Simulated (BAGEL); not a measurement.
# SiHBrF (SMILES F[SiH]Br): ROHF/cc-pVDZ (density fitting with qzvpp-jkfit)

What is the vertical doublet–quartet gap of SiHBrF at ROHF/cc-pVDZ (density fitting with qzvpp-jkfit)? 

The results are computed with BAGEL 1.2.2.

1 further run of the same task is left out (it didn't finish).

## 1. The molecule

SiHBrF: 4 atoms, total charge 0, spin state doublet. SMILES: `F[SiH]Br`. Geometry: relaxed at PBE0-D4/def2-TZVP.

Bond lengths: F1–Si2 1.596 Å, Si2–Br3 2.211 Å, Si2–H4 1.491 Å. Angles: F1–Si2–Br3 108.9°, F1–Si2–H4 107.1°, Br3–Si2–H4 108.5°.

## 2. A single-point energy at ROHF/cc-pVDZ (density fitting with qzvpp-jkfit)

File calc.json:

```json
{ "bagel" : [

{
  "title" : "molecule",
  "basis" : "cc-pvdz.json",
  "df_basis" : "qzvpp-jkfit",
  "angstrom" : true,
  "geometry" : [
    { "atom" : "F", "xyz" : [   -1.077500,   -0.285400,    1.078300 ] },
    { "atom" : "Si", "xyz" : [   -0.289800,   -0.254700,   -0.309800 ] },
    { "atom" : "Br", "xyz" : [    1.852200,   -0.643700,    0.073700 ] },
    { "atom" : "H", "xyz" : [   -0.429400,    1.123400,   -0.862500 ] }
  ]
},
{ "title" : "rohf", "nopen" : 1 },
{ "title" : "print", "file" : "orbitals.molden", "orbitals" : true }

]}
```

The basis set cc-pVDZ is read from a file made from the Basis Set Exchange's data (not shown).

The run is started by

```console
BAGEL_NUM_THREADS=1 BAGEL calc.json > calc.out
```

Standard output:

```text
* using 1 threads per process

  ===============================================================
  ===============================================================

  *** Geometry ***

  { "atom" : "F", "xyz" : [     -2.036180,     -0.539328,      2.037692 ] },
  { "atom" : "Si", "xyz" : [     -0.547643,     -0.481313,     -0.585437 ] },
  { "atom" : "Br", "xyz" : [      3.500151,     -1.216417,      0.139273 ] },
  { "atom" : "H", "xyz" : [     -0.811448,      2.122918,     -1.629889 ] },

  Number of auxiliary basis functions:      489

  Since a DF basis is specified, we compute 2- and 3-index integrals:
    o Being stored without compression. Storage requirement is 0.016 GB

  Number of basis functions:       64
  Number of electrons      :       59

    * METHOD: MOLECULE                             0.22

  *** Open-shell HF ***

  === Nuclear Repulsion ===
   225.5216557812

      * DIIS with orbital gradients will be used.

  === ROHF iteration (cc-pvdz.json) ===
      0      -2961.26912010          0.02614843           0.12
      1      -2961.34558612          0.01940091           0.11
      2      -2961.37736915          0.01177675           0.11
      3      -2961.39800687          0.00132103           0.12
      4      -2961.39886588          0.00036635           0.12
      5      -2961.39905375          0.00008410           0.12
      6      -2961.39909945          0.00002253           0.12
      7      -2961.39910381          0.00000765           0.12
      8      -2961.39910451          0.00000287           0.12
      9      -2961.39910481          0.00000106           0.12
     10      -2961.39910485          0.00000040           0.12
     11      -2961.39910486          0.00000016           0.12
     12      -2961.39910486          0.00000005           0.11
     13      -2961.39910486          0.00000002           0.11
     14      -2961.39910486          0.00000001           0.11
    * SCF iteration converged.

    * S^2 (ROHF) is 0.7500

    * Permanent dipole moment:
           (    0.236228,    -0.064463,     0.648116) a.u.

    * METHOD: ROHF                                 1.93

    * METHOD: PRINT                                0.01

  ===============================================================
```

It took 2.3 s on 1 thread of Arm Neoverse V1, shared host; peak memory 0.099 GiB.

## 3. The quartet

File input.json:

```json
{ "bagel" : [

{
  "title" : "molecule",
  "basis" : "cc-pvdz.json",
  "df_basis" : "qzvpp-jkfit",
  "angstrom" : true,
  "geometry" : [
    { "atom" : "F", "xyz" : [   -1.077500,   -0.285400,    1.078300 ] },
    { "atom" : "Si", "xyz" : [   -0.289800,   -0.254700,   -0.309800 ] },
    { "atom" : "Br", "xyz" : [    1.852200,   -0.643700,    0.073700 ] },
    { "atom" : "H", "xyz" : [   -0.429400,    1.123400,   -0.862500 ] }
  ]
},
{
  "title" : "rohf",
  "nopen" : 3
},
{
  "title" : "print",
  "file" : "orbitals.molden",
  "orbitals" : true
}

]}
```

The basis set cc-pVDZ is read from a file made from the Basis Set Exchange's data (not shown).

The run is started by

```console
BAGEL_NUM_THREADS=1 BAGEL input.json > input.out
```

Standard output:

```text
* using 1 threads per process

  ===============================================================
  ===============================================================

  *** Geometry ***

  { "atom" : "F", "xyz" : [     -2.036180,     -0.539328,      2.037692 ] },
  { "atom" : "Si", "xyz" : [     -0.547643,     -0.481313,     -0.585437 ] },
  { "atom" : "Br", "xyz" : [      3.500151,     -1.216417,      0.139273 ] },
  { "atom" : "H", "xyz" : [     -0.811448,      2.122918,     -1.629889 ] },

  Number of auxiliary basis functions:      489

  Since a DF basis is specified, we compute 2- and 3-index integrals:
    o Being stored without compression. Storage requirement is 0.016 GB

  Number of basis functions:       64
  Number of electrons      :       59

    * METHOD: MOLECULE                             0.22

  *** Open-shell HF ***

  === Nuclear Repulsion ===
   225.5216557812

      * DIIS with orbital gradients will be used.

  === ROHF iteration (cc-pvdz.json) ===
      0      -2960.91702672          0.02900294           0.12
      1      -2961.02044041          0.02258162           0.12
      2      -2961.06932044          0.01410028           0.12
      3      -2961.10396611          0.00224561           0.12
      4      -2961.10890456          0.00143550           0.12
      5      -2961.11134750          0.00106607           0.12
      6      -2961.11349001          0.00081370           0.12
      7      -2961.11530078          0.00056634           0.12
      8      -2961.11676872          0.00039899           0.12
      9      -2961.11739716          0.00036516           0.12
     10      -2961.11779531          0.00034821           0.12
     11      -2961.11873296          0.00031825           0.12
     12      -2961.11930852          0.00030089           0.12
     13      -2961.12035763          0.00030575           0.12
     14      -2961.12037880          0.00027569           0.12
     15      -2961.12108050          0.00032659           0.12
     16      -2961.12103566          0.00026085           0.12
     17      -2961.12218211          0.00028038           0.12
     18      -2961.12226863          0.00020873           0.12
     19      -2961.12291848          0.00017995           0.12
     20      -2961.12320100          0.00015373           0.12
     21      -2961.12345778          0.00015215           0.12
     22      -2961.12357787          0.00013620           0.12
     23      -2961.12365475          0.00018369           0.12
     24      -2961.12380179          0.00009756           0.12
     25      -2961.12380268          0.00007596           0.12
     26      -2961.12385333          0.00005613           0.11
     27      -2961.12386145          0.00004291           0.12
     28      -2961.12386679          0.00003651           0.12
     29      -2961.12387108          0.00003133           0.11
     30      -2961.12387085          0.00002984           0.12
     31      -2961.12387168          0.00002891           0.12
     32      -2961.12387365          0.00002802           0.12
     33      -2961.12387919          0.00002403           0.12
     34      -2961.12388666          0.00001895           0.12
     35      -2961.12389075          0.00001723           0.12
     36      -2961.12389272          0.00001644           0.12
     37      -2961.12389471          0.00001566           0.12
     38      -2961.12389677          0.00001455           0.12
     39      -2961.12389925          0.00001230           0.12
     40      -2961.12390178          0.00001016           0.12
     41      -2961.12390325          0.00000785           0.12
     42      -2961.12390556          0.00000479           0.12
     43      -2961.12390590          0.00000319           0.12
     44      -2961.12390658          0.00000200           0.12
     45      -2961.12390692          0.00000149           0.12
     46      -2961.12390696          0.00000141           0.11
     47      -2961.12390694          0.00000133           0.12
     48      -2961.12390672          0.00000109           0.12
     49      -2961.12390693          0.00000092           0.11
     50      -2961.12390694          0.00000086           0.12
     51      -2961.12390696          0.00000080           0.12
     52      -2961.12390699          0.00000070           0.12
     53      -2961.12390708          0.00000049           0.12
     54      -2961.12390706          0.00000042           0.12
     55      -2961.12390701          0.00000034           0.12
     56      -2961.12390701          0.00000022           0.12
     57      -2961.12390700          0.00000015           0.12
     58      -2961.12390702          0.00000010           0.12
     59      -2961.12390701          0.00000005           0.12
     60      -2961.12390702          0.00000004           0.12
     61      -2961.12390702          0.00000003           0.12
     62      -2961.12390702          0.00000003           0.12
     63      -2961.12390702          0.00000002           0.12
     64      -2961.12390702          0.00000002           0.12
     65      -2961.12390702          0.00000002           0.12
     66      -2961.12390702          0.00000001           0.12
     67      -2961.12390702          0.00000001           0.12
     68      -2961.12390702          0.00000001           0.12
     69      -2961.12390702          0.00000001           0.12
    * SCF iteration converged.

    * S^2 (ROHF) is 3.7500

    * Permanent dipole moment:
           (   -1.626257,     0.410128,     0.218992) a.u.

    * METHOD: ROHF                                 8.44

    * METHOD: PRINT                                0.01

  ===============================================================
```

Wall time 9 s (1 thread of Arm Neoverse V1, shared host); peak memory 0.099 GiB.

## 4. Summary of results

At ROHF/cc-pVDZ (density fitting with qzvpp-jkfit):

```
                                        quantity           value
                           doublet: total energy  -2961.39910 Eh
                          doublet: dipole moment          1.76 D
                                   doublet: ⟨S²⟩           0.750
                           quartet: total energy  -2961.12391 Eh
                          quartet: dipole moment          4.30 D
                                   quartet: ⟨S²⟩           3.750
vertical energy of the quartet above the doublet        7.489 eV
```

**Reading.** At this shape the quartet lies 7.49 eV (173 kcal/mol) above the doublet.
